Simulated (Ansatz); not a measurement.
# CH5SiTe radical: up Jacob's ladder to CCSD(T)

One table from this session's results is given with a row withheld; the runs are named, their logs left out.

The runs use Ansatz 0.2.0, Gaussian basis; functionals in def2-TZVPP, the program's frozen cores in correlated methods.

Levels to be run: LDA (SPW92), PBE-D4, revPBE-D4, BLYP-D4, r2SCAN-D4, B97M-V, PBE0-D4, B3LYP-D4, r2SCANh-D4, r2SCAN0-D4, HSE06-D4, BHLYP-D4, CAM-B3LYP-D4, LC-ωPBE, ωB97X-V, ωB97M-V, B2PLYP, PBE-QIDH; CCSD(T)/def2-SVP; CCSD(T)/def2-TZVPP; MP2/def2-QZVPP; extrapolation to the limit; RPA on PBE.

## The geometry

All runs share one geometry, relaxed beforehand with PBE0-D4 in a triple-zeta def2 set. Te takes the def2 core potential; no spin-orbit term is included.

SMILES `C[SiH2][Te]`, 8 atoms, charge 0, spin multiplicity 2.

Atoms are counted from 1 here; the program's logs count them from 0.

Bond lengths: C1–Si2 1.867 Å, C1–H4 1.094 Å, C1–H5 1.092 Å, C1–H6 1.092 Å, Si2–Te3 2.491 Å, Si2–H7 1.488 Å, Si2–H8 1.489 Å. Angles: Si2–C1–H4 110.3°, Si2–C1–H5 110.6°, Si2–C1–H6 110.6°, H4–C1–H5 108.4°, H4–C1–H6 108.6°, H5–C1–H6 108.2°, C1–Si2–Te3 113.6°, C1–Si2–H7 110.6°, C1–Si2–H8 110.9°, Te3–Si2–H7 107.4°, Te3–Si2–H8 105.3°, H7–Si2–H8 108.7°.

Set-up of the first run:

Contents of in.yaml:

```yaml
crystal:
  periodic: [false, false, false]
  atoms:
    - {symbol: C, position_ang: [-0.676066, 0.774446, -0.166222]}
    - {symbol: Si, position_ang: [0.498819, -0.673588, -0.069880]}
    - {symbol: Te, position_ang: [1.757012, -0.798540, 2.076785]}
    - {symbol: H, position_ang: [-1.204509, 0.771089, -1.123764]}
    - {symbol: H, position_ang: [-0.133088, 1.717236, -0.074648]}
    - {symbol: H, position_ang: [-1.412303, 0.726017, 0.638293]}
    - {symbol: H, position_ang: [1.500430, -0.610464, -1.168220]}
    - {symbol: H, position_ang: [-0.238295, -1.963298, -0.168142]}
basis:
  gaussian: {orbitals: def2-TZVPP}
magnetization: {spin_polarized: true, initial_magnetization: 1}
hamiltonian: {xc: lda}
output: {orbitals: {seedname: orbitals}}
```

Steps of the session up to this table: LDA; PBE-D4 (GGA); revPBE-D4 (GGA); BLYP-D4 (GGA); r2SCAN-D4 (meta-GGA); B97M-V (meta-GGA); PBE0-D4 (hybrid); B3LYP-D4 (hybrid); r2SCANh-D4 (hybrid); r2SCAN0-D4 (hybrid); HSE06-D4 (hybrid); BHLYP-D4 (hybrid); CAM-B3LYP-D4 (range-separated); LC-ωPBE-D4 (range-separated; the results give it without D4); ωB97X-V (range-separated); ωB97M-V (range-separated); B2PLYP (double hybrid); PBE-QIDH (double hybrid).

One table of the session follows, with a row left open; its other results are not shown here.

It belongs to the step «Frontier levels by functional». 

```
  functional  HOMO (eV)  LUMO (eV)  gap (eV)
 LDA (SPW92)      -5.35      -5.41     -0.06
      PBE-D4      -5.22      -5.03      0.19
   revPBE-D4      -5.17      -4.90      0.27
     BLYP-D4      -5.07      -5.02      0.05
   r2SCAN-D4      -5.45      -4.74      0.72
      B97M-V      -5.45      -4.94      0.51
     PBE0-D4      -6.23      -4.09      2.14
    B3LYP-D4      -6.03      -4.44      1.59
  r2SCANh-D4      -5.83      -4.40      1.43
  r2SCAN0-D4      -6.39      -3.89      2.50
    HSE06-D4      -5.84      -4.46      1.38
    BHLYP-D4      -7.10      -3.19      3.91
CAM-B3LYP-D4      -7.46      -3.07      4.39
     LC-ωPBE      -8.75      -1.68      7.06
     ωB97X-V          ?          ?         ?
     ωB97M-V      -8.30      -2.15      6.15
```

Q: Estimate the row for ωB97X-V from the others.

**Answer.** HOMO (eV): -8.45; LUMO (eV): -2.12; gap (eV): 6.33. In the column «HOMO (eV)» it lies between LC-ωPBE (-8.75) and ωB97M-V (-8.30).

Limits of these values: A negative gap means that an empty level lies below a filled one: whole occupations of an open shell aren't an aufbau state there.
